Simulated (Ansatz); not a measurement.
# AlBCl₂H₃N: a ladder of functionals and wavefunction methods

Aim: compute AlBCl₂H₃N with functionals from several rungs and with coupled cluster, and see how far each lands from CCSD(T) at the basis-set limit for the atomisation energy.

Method: functionals in def2-TZVPP, the program's frozen cores in correlated methods; program: Ansatz 0.2.0, Gaussian basis.

Plan: LDA (SPW92), PBE-D4, revPBE-D4, BLYP-D4, r2SCAN-D4, B97M-V, PBE0-D4, B3LYP-D4, r2SCANh-D4, r2SCAN0-D4, HSE06-D4, BHLYP-D4, CAM-B3LYP-D4, LC-ωPBE, ωB97X-V, ωB97M-V, B2PLYP, PBE-QIDH; CCSD(T)/def2-SVP; CCSD(T)/def2-TZVPP; MP2/def2-QZVPP; extrapolation to the limit; RPA on PBE.

## Step 1: Structure used throughout

The geometry comes from an earlier relaxation with PBE0-D4 in a triple-zeta def2 set; it is a stationary point, not always the lowest conformer.

SMILES `N[BH][Al]([Cl])[Cl]`, 8 atoms, charge 0, spin multiplicity 1.

Atoms are counted from 1 here; the program's logs count them from 0.

Bond lengths: N1–B2 1.384 Å, N1–H6 1.008 Å, N1–H7 1.009 Å, B2–Al3 2.117 Å, B2–H8 1.198 Å, Al3–Cl4 2.096 Å, Al3–Cl5 2.111 Å. Angles: B2–N1–H6 123.6°, B2–N1–H7 123.2°, H6–N1–H7 113.2°, N1–B2–Al3 116.6°, N1–B2–H8 118.1°, Al3–B2–H8 125.3°, B2–Al3–Cl4 127.3°, B2–Al3–Cl5 117.2°, Cl4–Al3–Cl5 115.4°.

Coordinates:

```mol
AlBCl2H3N
  3D, bonds by distance, orders not assigned

  8  7  0  0  0  0  0  0  0  0999 V2000
    0.6245    0.1649    1.3609 N   0  0
    0.7279   -0.4442    0.1220 B   0  0
   -0.7955   -0.0044   -1.2800 Al  0  0
   -0.9691   -0.7321   -3.2384 Cl  0  0
   -2.3257    1.3134   -0.6634 Cl  0  0
   -0.1243    0.7902    1.6145 H   0  0
    1.2945    0.0255    2.1019 H   0  0
    1.6598   -1.1704   -0.0735 H   0  0
  1  2  8  0
  2  3  8  0
  3  4  8  0
  3  5  8  0
  1  6  8  0
  1  7  8  0
  2  8  8  0
M  END
```

## Step 2: LDA

This LDA is Slater exchange with PW92 correlation.

Contents of in.yaml:

```yaml
crystal:
  periodic: [false, false, false]
  atoms:
    - {symbol: N, position_ang: [0.624517, 0.164856, 1.360884]}
    - {symbol: B, position_ang: [0.727861, -0.444158, 0.122032]}
    - {symbol: Al, position_ang: [-0.795546, -0.004439, -1.279987]}
    - {symbol: Cl, position_ang: [-0.969136, -0.732137, -3.238423]}
    - {symbol: Cl, position_ang: [-2.325684, 1.313381, -0.663353]}
    - {symbol: H, position_ang: [-0.124283, 0.790164, 1.614538]}
    - {symbol: H, position_ang: [1.294548, 0.025537, 2.101855]}
    - {symbol: H, position_ang: [1.659824, -1.170405, -0.073544]}
basis:
  gaussian: {orbitals: def2-TZVPP}
hamiltonian: {xc: lda}
output: {orbitals: {seedname: orbitals}}
```

Launch:

```sh
$ ansatz run in.yaml --threads 2 --pin off --events-out ev --progress --plain --max-ram 4352MiB
```

The runs that follow: PBE-D4 (GGA); revPBE-D4 (GGA); BLYP-D4 (GGA); r2SCAN-D4 (meta-GGA); B97M-V (meta-GGA); B3LYP-D4 (hybrid); r2SCANh-D4 (hybrid); r2SCAN0-D4 (hybrid); HSE06-D4 (hybrid); BHLYP-D4 (hybrid); CAM-B3LYP-D4 (range-separated); LC-ωPBE (range-separated); ωB97X-V (range-separated); ωB97M-V (range-separated); B2PLYP (double hybrid); PBE-QIDH (double hybrid); CCSD(T) in def2-SVP; CCSD(T) in def2-TZVPP; MP2 in def2-QZVPP; RPA on PBE orbitals.

Before running them: what should the planned runs give, taken together? Wanted: atomisation energy, CCSD(T)/CBS; farthest beyond LDA; mean size of error, GGA; mean size of error, meta-GGA; mean size of error, hybrid; mean size of error, range-separated; mean size of error, double hybrid; gap, smallest and largest; T1 diagnostic.

As calculated:

| quantity | value |
| --- | --- |
| atomisation energy, CCSD(T)/CBS | 664.6 kcal/mol |
| functionals within 3.3 kcal/mol (0.5 %) | BLYP-D4, PBE0-D4, B3LYP-D4, r2SCANh-D4, CAM-B3LYP-D4, LC-ωPBE, PBE-QIDH |
| farthest beyond LDA | BHLYP-D4 (-16.3 kcal/mol) |
| mean size of error, GGA | 6.9 kcal/mol |
| mean size of error, meta-GGA | 7.2 kcal/mol |
| mean size of error, hybrid | 5.0 kcal/mol |
| mean size of error, range-separated | 3.6 kcal/mol |
| mean size of error, double hybrid | 4.1 kcal/mol |
| gap, smallest and largest | 3.77 eV (LDA (SPW92)), 10.64 eV (LC-ωPBE) |
| T1 diagnostic | 0.0116 |
| triples share of the correlation energy | 4.0 % |

**Reading.** LDA overbinds by 89.6 kcal/mol (13 %). PBE-D4 misses by +13.2 kcal/mol. Double hybrids carry the basis error of their MP2 part in triple zeta, and no dispersion term here, so their miss is partly the set-up's. By mean error the best rung here is range-separated (3.6 kcal/mol) and the worst beyond LDA is meta-GGA (7.2 kcal/mol). The gap between the best rungs is small, so their order is not settled. The reference freezes the cores and leaves out relativity and excitations past (T), so misses under about 3.3 kcal/mol can't be ranked. Hartree-Fock recovers 75 % of the binding; the rest is correlation. CCSD(T) in def2-SVP is off by -41.0 kcal/mol, which most functionals beat. The gap grows from 3.8 to 10.6 eV across the functionals, mostly with the share of exact exchange.
